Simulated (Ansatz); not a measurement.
Working through a rigid torsion scan of H₄OSSn, SMILES [OH][SnH2][SH]

With Ansatz 0.2.0, Python API.

Run as a notebook:

In [1]:
```python
import ansatz
from ase import Atoms

atoms = Atoms(["O", "Sn", "S", "H", "H", "H", "H"], positions=[
    [-1.222, -0.9679, -0.7166],
    [0.0239, 0.444, -0.1271],
    [2.075, -0.6237, 0.4575],
    [-2.0154, -0.3992, -0.9474],
    [0.3119, 1.5845, -1.438],
    [-0.6172, 1.3023, 1.2668],
    [1.5049, -1.408, 1.459],
])
```

In [2]:
```python
# relax first, so that the scan starts from a minimum
first = (
    ansatz.Crystal.molecule_from_ase(atoms).calculation()
    .basis(gaussian="def2-SVP")  # atom-centred Gaussian functions
    .functional("CAM-B3LYP")
    .scf(lower_state_search="off")
    .relax(force_tolerance=0.02, max_steps=80)
)
atoms.positions = first.run().report["positions_ang"]
```

In [3]:
```python
start = atoms.get_dihedral(0, 1, 2, 6)
energies = {}
for turn in range(0, 360, 40):
    turned = atoms.copy()
    turned.set_dihedral(0, 1, 2, 6, start + turn, indices=[2, 6])
    calculation = (
        ansatz.Crystal.molecule_from_ase(turned).calculation()
        .basis(gaussian="def2-SVP")
        .functional("CAM-B3LYP")
        .scf(lower_state_search="off")
    )
    energies[round((start + turn) % 360)] = calculation.run().report["free_energy_ev"]
floor = min(energies.values())
print("dihedral O0-Sn1-S2-H6 (deg)   E - E(min) (eV)")
for angle, e in sorted(energies.items()):
    print(f"{angle:8d} {(e - floor):14.3f}  " + "#" * int(30 * (e - floor) / max(max(energies.values()) - floor, 1e-9)))
```
```text
dihedral O0-Sn1-S2-H6 (deg)   E - E(min) (eV)
      11          0.100  ############################
      51          0.083  #######################
      91          0.038  ##########
     131          0.047  #############
     171          0.093  ##########################
     211          0.106  ##############################
     251          0.047  #############
     291          0.000
     331          0.041  ###########
```

The lowest point is at 291° and the highest at 211°, 0.106 eV (10.2 kJ/mol) above it, with the rest of the molecule held.

Notes:
- These settings explore the input space; basis and method may be short of convergence.
- The scan is rigid and the energies are electronic, in a modest basis. With rigid groups the curve can differ much from the relaxed path, the start wasn't checked as a minimum of this torsion, and equivalent turns needn't return to the same energy.
- def2 sets replace the cores of elements past krypton by effective core potentials.
- Wall time of the script: 110 s on 1 thread of AMD EPYC 9B14 (Zen 4), on a shared host, peak memory 0.24 GiB.
